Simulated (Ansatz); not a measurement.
# CH3BClFSe: basis-set convergence

The task here is to estimate one member of a computed series from the others.

The runs use Ansatz 0.2.0, Gaussian basis; one geometry, several basis sets.

The runs, in order: PBE0-D4/def2-SVP; ωB97M-V/def2-SVP; PBE0-D4/def2-QZVPP; ωB97M-V/def2-QZVPP; the functionals' def2-TZVPP values are taken from earlier runs.

### Structure used throughout

The geometry comes from an earlier relaxation with PBE0-D4 in a triple-zeta def2 set; it is a stationary point, not always the lowest conformer.

SMILES `C[Se]B(F)Cl`, 8 atoms, charge 0, spin multiplicity 1.

Atoms are counted from 1 here; the program's logs count them from 0.

Bond lengths: C1–Se2 1.948 Å, C1–H6 1.088 Å, C1–H7 1.087 Å, C1–H8 1.087 Å, Se2–B3 1.926 Å, B3–F4 1.319 Å, B3–Cl5 1.754 Å. Angles: Se2–C1–H6 106.2°, Se2–C1–H7 109.9°, Se2–C1–H8 109.9°, H6–C1–H7 110.1°, H6–C1–H8 110.1°, H7–C1–H8 110.6°, C1–Se2–B3 100.4°, Se2–B3–F4 118.0°, Se2–B3–Cl5 123.8°, F4–B3–Cl5 118.2°.

The first run:

in.yaml reads:

```yaml
crystal:
  periodic: [false, false, false]
  atoms:
    - {symbol: C, position_ang: [-0.840496, 0.869845, -0.530905]}
    - {symbol: Se, position_ang: [-0.666244, -0.129684, 1.131952]}
    - {symbol: B, position_ang: [0.963320, -1.096522, 0.786409]}
    - {symbol: F, position_ang: [1.413352, -1.908373, 1.723885]}
    - {symbol: Cl, position_ang: [1.881251, -0.959025, -0.701616]}
    - {symbol: H, position_ang: [-1.750310, 1.459666, -0.436763]}
    - {symbol: H, position_ang: [0.017255, 1.524603, -0.660443]}
    - {symbol: H, position_ang: [-0.926128, 0.182388, -1.368318]}
basis:
  gaussian: {orbitals: def2-SVP}
hamiltonian: {xc: pbe0, dispersion: d4}
output: {orbitals: {seedname: orbitals}}
```

Among the steps run: PBE0-D4 in def2-SVP; ωB97M-V in def2-SVP; PBE0-D4 in def2-QZVPP; ωB97M-V in def2-QZVPP.

One table of the session follows, with a row left open; its other results are not shown here.

It belongs to the step «Density functionals: the series». 

```
functional       basis  HOMO (eV)
   PBE0-D4    def2-SVP      -7.23
   PBE0-D4  def2-TZVPP      -7.32
   PBE0-D4  def2-QZVPP      -7.34
   ωB97M-V    def2-SVP      -9.32
   ωB97M-V  def2-TZVPP          ?
   ωB97M-V  def2-QZVPP      -9.46
```

Q: Estimate the row for ωB97M-V, def2-TZVPP from the others.

The run gave: HOMO (eV): -9.44. In the column «HOMO (eV)» it lies between ωB97M-V, def2-QZVPP (-9.46) and ωB97M-V, def2-SVP (-9.32).
